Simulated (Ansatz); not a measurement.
# C6H17NO3Zr: up Jacob's ladder to CCSD(T)

One table from this session's results is given with a row withheld; the runs are named, their logs left out.

Method: functionals in def2-TZVPP, the program's frozen cores in correlated methods; program: Ansatz 0.2.0, Gaussian basis.

The runs, in order: LDA (SPW92), PBE-D4, revPBE-D4, BLYP-D4, r2SCAN-D4, B97M-V, PBE0-D4, B3LYP-D4, r2SCANh-D4, r2SCAN0-D4, HSE06-D4, BHLYP-D4, CAM-B3LYP-D4, LC-ωPBE, ωB97X-V, ωB97M-V, B2PLYP, PBE-QIDH; CCSD(T)/def2-SVP; CCSD(T)/def2-TZVPP; MP2/def2-QZVPP; extrapolation to the limit; RPA on PBE.

### The geometry

The geometry comes from an earlier relaxation with PBE0-D4 in a triple-zeta def2 set; it is a stationary point, not always the lowest conformer. Zr takes the def2 core potential; no spin-orbit term is included.

28 atoms, charge 0, spin multiplicity 1.

Atoms are counted from 1 here; the program's logs count them from 0.

Bond lengths: C1–O2 1.387 Å, C1–H12 1.096 Å, C1–H13 1.096 Å, C1–H14 1.096 Å, O2–Zr3 1.924 Å, Zr3–O4 1.944 Å, Zr3–N5 2.047 Å, Zr3–O10 1.931 Å, O4–H15 0.951 Å, N5–C6 1.456 Å, N5–H16 1.014 Å, C6–C7 1.525 Å, C6–C8 1.528 Å, C6–C9 1.528 Å, C7–H17 1.092 Å, C7–H18 1.095 Å, C7–H19 1.094 Å, C8–H20 1.094 Å and more. Angles: O2–C1–H12 110.9°, O2–C1–H13 111.0°, O2–C1–H14 110.3°, H12–C1–H13 108.3°, H12–C1–H14 108.1°, H13–C1–H14 108.1°, C1–O2–Zr3 166.1°, O2–Zr3–O4 111.5°, O2–Zr3–N5 103.8°, O2–Zr3–O10 111.9°, O4–Zr3–N5 111.1°, O4–Zr3–O10 108.6°, N5–Zr3–O10 109.9°, Zr3–O4–H15 163.9°, Zr3–N5–C6 131.3°, Zr3–N5–H16 118.1°, C6–N5–H16 110.6°, N5–C6–C7 108.2° and more.

Set-up of the first run:

in.yaml reads:

```yaml
crystal:
  periodic: [false, false, false]
  atoms:
    - {symbol: C, position_ang: [-0.905386, 1.235147, -4.054262]}
    - {symbol: O, position_ang: [-0.773420, 0.709576, -2.777470]}
    - {symbol: Zr, position_ang: [-0.600850, -0.425357, -1.233396]}
    - {symbol: O, position_ang: [-2.207271, -1.480544, -0.943267]}
    - {symbol: N, position_ang: [-0.291243, 0.886990, 0.307277]}
    - {symbol: C, position_ang: [-0.003988, 0.662301, 1.716357]}
    - {symbol: C, position_ang: [0.021771, -0.842592, 1.963570]}
    - {symbol: C, position_ang: [-1.091427, 1.299964, 2.580411]}
    - {symbol: C, position_ang: [1.355620, 1.259421, 2.078148]}
    - {symbol: O, position_ang: [0.903893, -1.625869, -1.385663]}
    - {symbol: C, position_ang: [1.953678, -2.527025, -1.369696]}
    - {symbol: H, position_ang: [-1.875327, 0.968348, -4.489391]}
    - {symbol: H, position_ang: [-0.116835, 0.861112, -4.717324]}
    - {symbol: H, position_ang: [-0.834759, 2.328241, -4.025054]}
    - {symbol: H, position_ang: [-3.042212, -1.804387, -0.622822]}
    - {symbol: H, position_ang: [-0.324466, 1.880274, 0.103795]}
    - {symbol: H, position_ang: [0.220930, -1.063725, 3.014178]}
    - {symbol: H, position_ang: [-0.940806, -1.295416, 1.704466]}
    - {symbol: H, position_ang: [0.804728, -1.321002, 1.367301]}
    - {symbol: H, position_ang: [-1.136575, 2.378600, 2.404461]}
    - {symbol: H, position_ang: [-0.900772, 1.140818, 3.645704]}
    - {symbol: H, position_ang: [-2.067293, 0.876259, 2.333074]}
    - {symbol: H, position_ang: [1.362123, 2.337329, 1.892365]}
    - {symbol: H, position_ang: [1.595400, 1.098652, 3.133275]}
    - {symbol: H, position_ang: [2.140756, 0.806907, 1.468421]}
    - {symbol: H, position_ang: [1.588852, -3.555290, -1.479576]}
    - {symbol: H, position_ang: [2.510892, -2.463944, -0.426279]}
    - {symbol: H, position_ang: [2.653976, -2.324778, -2.188600]}
basis:
  gaussian: {orbitals: def2-TZVPP}
hamiltonian: {xc: lda}
output: {orbitals: {seedname: orbitals}}
```

Run with:

```bash
$ ansatz run in.yaml --threads 10 --pin off --events-out ev --progress --plain --max-ram 110592MiB --backend cuda --devices 0, --max-vram 75GiB
```

Steps of the session up to this table: LDA; PBE-D4 (GGA); revPBE-D4 (GGA); BLYP-D4 (GGA); r2SCAN-D4 (meta-GGA); B97M-V (meta-GGA); B3LYP-D4 (hybrid); r2SCANh-D4 (hybrid); r2SCAN0-D4 (hybrid); HSE06-D4 (hybrid); BHLYP-D4 (hybrid); CAM-B3LYP-D4 (range-separated); LC-ωPBE (range-separated); ωB97X-V (range-separated); ωB97M-V (range-separated); B2PLYP (double hybrid); PBE-QIDH (double hybrid).

One of the session's tables, all rows but one given; the rest of the session is left out.

It belongs to the step «Frontier levels by functional». 

| functional | HOMO (eV) | gap (eV) |
| --- | --- | --- |
| LDA (SPW92) | -5.17 | 4.32 |
| PBE-D4 | -5.00 | 4.36 |
| revPBE-D4 | -4.93 | 4.37 |
| BLYP-D4 | -4.87 | 4.30 |
| r2SCAN-D4 | -5.25 | 4.93 |
| B97M-V | -5.38 | 4.79 |
| PBE0-D4 | -6.30 | 6.37 |
| B3LYP-D4 | -6.08 | 5.89 |
| r2SCANh-D4 | -5.74 | 5.73 |
| r2SCAN0-D4 | -6.49 | 6.87 |
| HSE06-D4 | -5.90 | 5.63 |
| BHLYP-D4 | -7.53 | 8.10 |
| CAM-B3LYP-D4 | -7.67 | 8.37 |
| LC-ωPBE | -8.99 | 10.71 |
| ωB97X-V | -8.67 | 10.22 |
| ωB97M-V | ? | ? |

Estimate the missing values for ωB97M-V.

As computed: HOMO (eV): -8.61; gap (eV): 9.59. In the column «HOMO (eV)» it lies between ωB97X-V (-8.67) and CAM-B3LYP-D4 (-7.67).
